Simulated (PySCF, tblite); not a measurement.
**C4H11NO3Si: geometry, infrared bands and NMR shifts**

What infrared bands and NMR shifts should C4H11NO3Si (`CN(C)[Si@H](O)OCC=O`) show?

Computed with tblite 0.8.0 and PySCF 2.14.0, with density-fitted response routines of our own, on a single molecule in the gas phase. Atoms are numbered from 0 throughout.

## 1. The molecule as given

20 atoms, charge 0, multiplicity 1; geometry from: force field or distance geometry start.

Bonds of the start (Å): C0–N1 1.47, N1–C2 1.45, N1–Si3 1.71, Si3–O4 1.65, Si3–O5 1.65, O5–C6 1.42, C6–C7 1.52, C7–O8 1.22, C0–H9 1.09, C0–H10 1.11, C0–H11 1.09, C2–H12 1.11, C2–H13 1.10, C2–H14 1.09, Si3–H15 1.45, O4–H16 0.96, C6–H17 1.10, C6–H18 1.09, C7–H19 1.11.

## 2. Relaxing the molecule with GFN2-xTB

Job settings and geometry (Å):

```
{"job": {"kind": "relax", "xc": "GFN2-xTB", "basis": "xTB"}, "charge": 0, "multiplicity": 1}
C     -1.809400     1.142500     0.710300
N     -1.415900     0.007100    -0.130200
C     -2.373500    -0.130400    -1.213700
Si     0.245200    -0.312600    -0.407000
O      0.289100    -1.922900    -0.769500
O      1.042300    -0.066800     1.019900
C      2.453400    -0.251700     1.027400
C      2.958200     0.099800     2.416500
O      3.961700     0.767000     2.622900
H     -1.265200     1.175300     1.659900
H     -2.878400     1.072700     0.991600
H     -1.667200     2.095500     0.192900
H     -3.415400    -0.155200    -0.825000
H     -2.298200     0.703500    -1.930900
H     -2.245900    -1.055000    -1.768400
H      0.767500     0.527900    -1.471900
H     -0.409200    -2.422600    -0.333900
H      2.708100    -1.309500     0.843600
H      2.950200     0.402100     0.311000
H      2.397500    -0.355900     3.254600
```

Launch:

```
$ OMP_NUM_THREADS=1 python probes_run.py task.json out
```

This one command runs all jobs of the session in turn.

**Question.** This job is followed by: GFN2-xTB harmonic vibrations, gas phase; GIAO PBE0/pcSseg-1 NMR shielding, non-relativistic, gas phase. Predict these results of the whole session: strongest single infrared mode (GFN2-xTB); zero-point energy (GFN2-xTB); 13C shifts against TMS (PBE0/pcSseg-1, means over atoms taken as alike); 1H shifts against TMS (PBE0/pcSseg-1, means over atoms taken as alike); 15N shifts against NH3 (PBE0/pcSseg-1); 29Si shifts against TMS (PBE0/pcSseg-1); 17O shifts against H2O (PBE0/pcSseg-1); surface potential, 1st and 99th percentile.

The runs gave:

```
                                                               quantity                                    value
                              strongest single infrared mode (GFN2-xTB)                     819 cm⁻¹, 310 km/mol
                                           zero-point energy (GFN2-xTB)                            95.8 kcal/mol
13C shifts against TMS (PBE0/pcSseg-1, means over atoms taken as alike)                    213.0, 69.4, 38.4 ppm
 1H shifts against TMS (PBE0/pcSseg-1, means over atoms taken as alike)  10.29, 4.52, 4.46, 4.33, 2.66, 1.54 ppm
                                 15N shifts against NH3 (PBE0/pcSseg-1)                                 34.8 ppm
                                29Si shifts against TMS (PBE0/pcSseg-1)                                -47.0 ppm
                                 17O shifts against H2O (PBE0/pcSseg-1)                    703.7, 47.3, 45.9 ppm
                                  surface potential, 1st and 99th percentile                       -1.53 V and 2.13 V
```

**Reading.** The optimisation took 103 steps and gained 0.392 eV; among the close pairs (by a distance rule), O5–C6 changed most, from 1.423 to 1.388 Å. No mode is imaginary among the 54: a minimum at this level. The strongest single mode, at 819 cm⁻¹, moves mainly H16. GFN2-xTB is a fitted tight-binding method: band positions and strengths are rough. Its intensities can rank the bands wrongly. C7 (aldehyde carbonyl carbon) lies farthest downfield among carbon, at 213.0 ppm; the double bond to the heteroatom, with no lone-pair donor beside it, deshields it most. H19 (hydrogen on an aldehyde carbonyl carbon) lies farthest downfield among hydrogen, at 10.29 ppm; the C=O anisotropy and electron withdrawal place aldehyde protons far downfield. At PBE0/pcSseg-1: Shielding is most anisotropic at O8 (span 1418 ppm, paramagnetic term -755 ppm). At PBE0/pcSseg-1, counted by nearest atom on the grid, the HOMO lies on N1 61 %; H11, H13 about 7 % each, the LUMO on C7 44 %; O8 31 %.
